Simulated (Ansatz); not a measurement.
# AlGa3As4: the cost of one run

Program: Ansatz 0.2.0. Level of theory: DFT PBE, scalar-relativistic, plane waves, PAW. These are calculated values, not measurements.

## 1. The structure to begin with

The cell holds 16 atoms (Al2As8Ga6): a = 7.863 Å, b = 7.863 Å, c = 7.863 Å, α = 60.00°, β = 60.00°, γ = 60.00°.

The sites of an ideal zinc blende lattice, at a guessed lattice constant, take 2 Al, 6 Ga; 8 As (sublattices apart by semicolons), with a shake of 0.02 Å. Warren-Cowley parameters of the first shell (negative: unlike neighbours preferred): Al-Ga -0.11. In a cell this small the draw can fall short of the order aimed at.

As a file:

```
CELL_PARAMETERS angstrom
-5.55988 5.55988 0.00000
-5.55988 0.00000 5.55988
0.00000 5.55988 5.55988
ATOMIC_POSITIONS crystal
Al 0.99895 0.99950 0.50102
Al 0.00150 0.50059 0.49784
Ga 0.00102 0.99426 0.00169
Ga 0.49572 0.99839 0.00777
Ga 0.00038 0.50124 0.99823
Ga 0.50168 0.49521 0.00264
Ga 0.50105 0.99799 0.49946
Ga 0.50063 0.50065 0.49221
As 0.87263 0.87413 0.37325
As 0.37146 0.87883 0.38157
As 0.88079 0.37574 0.37387
As 0.87758 0.87161 0.87657
As 0.37661 0.37066 0.37986
As 0.37969 0.87459 0.87188
As 0.87647 0.37010 0.87658
As 0.37828 0.38018 0.87307
```

## 2. Relaxation without symmetry, coarse mesh

Cell and atoms move without symmetry, on a coarse mesh with loose thresholds.

File input.yaml:

```yaml
crystal:
  lattice:
    - [-5.5598831, 5.5598831, 0.0]
    - [-5.5598831, 0.0, 5.5598831]
    - [0.0, 5.5598831, 5.5598831]
  atoms:
    - { symbol: Al, position: [0.9989456001, 0.9994955331, 0.5010210672] }
    - { symbol: Al, position: [0.0014997543, 0.5005916654, 0.4978412572] }
    - { symbol: Ga, position: [0.0010171815, 0.9942566066, 0.0016899832] }
    - { symbol: Ga, position: [0.4957234954, 0.9983905605, 0.0077740002] }
    - { symbol: Ga, position: [0.0003794103, 0.5012426438, 0.9982304885] }
    - { symbol: Ga, position: [0.5016777766, 0.4952126832, 0.0026366151] }
    - { symbol: Ga, position: [0.501046202, 0.9979872418, 0.4994601082] }
    - { symbol: Ga, position: [0.5006258696, 0.5006515714, 0.4922090074] }
    - { symbol: As, position: [0.872626817, 0.8741339489, 0.3732486076] }
    - { symbol: As, position: [0.3714605512, 0.8788294401, 0.381573315] }
    - { symbol: As, position: [0.8807873324, 0.3757443082, 0.3738656474] }
    - { symbol: As, position: [0.8775837495, 0.8716057392, 0.876568086] }
    - { symbol: As, position: [0.3766089727, 0.3706567838, 0.3798590464] }
    - { symbol: As, position: [0.379687986, 0.8745866996, 0.8718803033] }
    - { symbol: As, position: [0.8764678669, 0.3700974458, 0.8765813438] }
    - { symbol: As, position: [0.3782837845, 0.3801845187, 0.8730701204] }
  symmetry: { detect: false }
basis:
  ecutwfc: 420
kpoints:
  mp_grid: { grid: [2, 2, 2], shift: [0.5, 0.5, 0.5] }
hamiltonian:
  xc: pbe
scf:
  occupations: { method: gaussian, width: 0.1 }
  lower_state_search: "off"
output:
  forces: true
  stress: true
  eigenvalues: true
relax:
  adjacent_minimum: "off"
  f_tol: 0.04
  max_steps: 50
  cell: { stress_tol: 0.3 }
```

Command:

```bash
ansatz run input.yaml --threads 4 --pin off --max-ram 9216MiB --backend cpu --events-out ev --progress --plain --runs-dir out
```

**Question.** How long does this run take on 4 threads of Arm Neoverse V1, shared host, and how much memory does it need?

About 48 s, with a peak of 1.1 GiB.
